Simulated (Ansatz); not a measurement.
# GaP2: the cost of one run

Computed with Ansatz 0.2.0 (DFT PBE, scalar-relativistic, plane waves, PAW, unless a step's input says otherwise).

### 1 The structure to begin with

It takes space group P4_2/mnm (No. 136, tetragonal). Conventional cell: a = 5.559 Å, b = 5.559 Å, c = 3.580 Å, α = 90.00°, β = 90.00°, γ = 90.00°. Ga (site symmetry mmm) has 6 P at 2.35 to 2.41 Å as nearest neighbours. P (site symmetry m2m) is surrounded by 3 Ga at 2.35 to 2.41 Å.

Structure file:

```
CELL_PARAMETERS angstrom
5.55877 0.00000 0.00000
0.00000 5.55877 0.00000
0.00000 0.00000 3.58041
ATOMIC_POSITIONS crystal
Ga 0.00000 0.00000 0.00000
Ga 0.50000 0.50000 0.50000
P 0.30600 0.30600 0.00000
P 0.19400 0.80600 0.50000
P 0.69400 0.69400 0.00000
P 0.80600 0.19400 0.50000
```

(A quick probe on a coarse mesh, which set the mesh and smearing, is not shown.)

### 3 Coarse relaxation

input.yaml reads:

```yaml
crystal:
  lattice:
    - [5.5587736214, 0.0, 0.0]
    - [0.0, 5.5587736214, 0.0]
    - [0.0, 0.0, 3.5804116556]
  atoms:
    - { symbol: Ga, position: [0.0, 0.0, 0.0] }
    - { symbol: Ga, position: [0.5, 0.5, 0.5] }
    - { symbol: P, position: [0.306, 0.306, 0.0] }
    - { symbol: P, position: [0.194, 0.806, 0.5] }
    - { symbol: P, position: [0.694, 0.694, 0.0] }
    - { symbol: P, position: [0.806, 0.194, 0.5] }
basis:
  ecutwfc: 420
kpoints:
  mp_grid: { grid: [4, 4, 6] }
hamiltonian:
  xc: pbe
scf:
  occupations: { method: gaussian, width: 0.1 }
  lower_state_search: "off"
output:
  forces: true
  stress: true
  eigenvalues: true
relax:
  adjacent_minimum: "off"
  f_tol: 0.04
  max_steps: 70
  cell: { stress_tol: 0.4 }
```

Started as:

```sh
$ ansatz run input.yaml --threads 1 --pin off --max-ram 2560MiB --backend cpu --events-out ev --progress --plain --runs-dir out
```

What time and memory should one allow on 1 thread of Arm Neoverse V1, shared host?

About 28 s, with a peak of 0.39 GiB.
